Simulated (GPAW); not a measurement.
The system is Mo3Pt.

```xyz
4
Lattice="3.9740 0.0000 0.0000 0.0000 3.9740 0.0000 0.0000 0.0000 3.9740" Properties=species:S:1:pos:R:3 pbc="T T T"
Pt    0.0000    0.0000    0.0000
Mo    1.9870    1.9870    0.0000
Mo    1.9870    0.0000    1.9870
Mo    0.0000    1.9870    1.9870
```

The cell comes from a database or a generator and needn't be the stable form of this composition.

* Program: GPAW 26.7.0
* Task: single point
* Functional: PBEsol
* Potentials or basis: PAW data sets generated in the run's folder for this functional
* Cutoff: 600 eV
* Basis: pw
* k mesh: 7 × 7 × 7
* Occupations: fermi-dirac, width 0.05 eV
* Spin: no spin polarisation

On this cell: pressure -10.2 GPa; largest force zero by symmetry; band gap on the k mesh none (metal or under the smearing width).

The same run follows on a disturbed copy (atoms moved at random, drawn with an rms of 0.05 Å):

```xyz
4
Lattice="3.9740 0.0000 0.0000 0.0000 3.9740 0.0000 0.0000 0.0000 3.9740" Properties=species:S:1:pos:R:3 pbc="T T T"
Pt   -0.0384    0.0640    0.0137
Mo    1.9778    1.9749    0.0385
Mo    2.0201   -0.0036    1.9804
Mo    0.0072    1.9738    2.0004
```

Problem. What changes?

Solution. The energy (extrapolated to zero smearing) moves by +12.0 meV/atom; pressure -9.6 GPa; largest force 0.820 eV/Å; band gap on the k mesh none (metal or under the smearing width).

Forces in eV/Å, atoms in the order of the input:
```
Pt   0.450 -0.677 -0.110
Mo  -0.055  0.386 -0.279
Mo  -0.452 -0.106  0.290
Mo   0.057  0.397  0.099
```

Stress tensor (GPa, compression positive):
```
-9.64 -0.28 -0.14
-0.28 -9.68 -0.03
-0.14 -0.03 -9.50
```
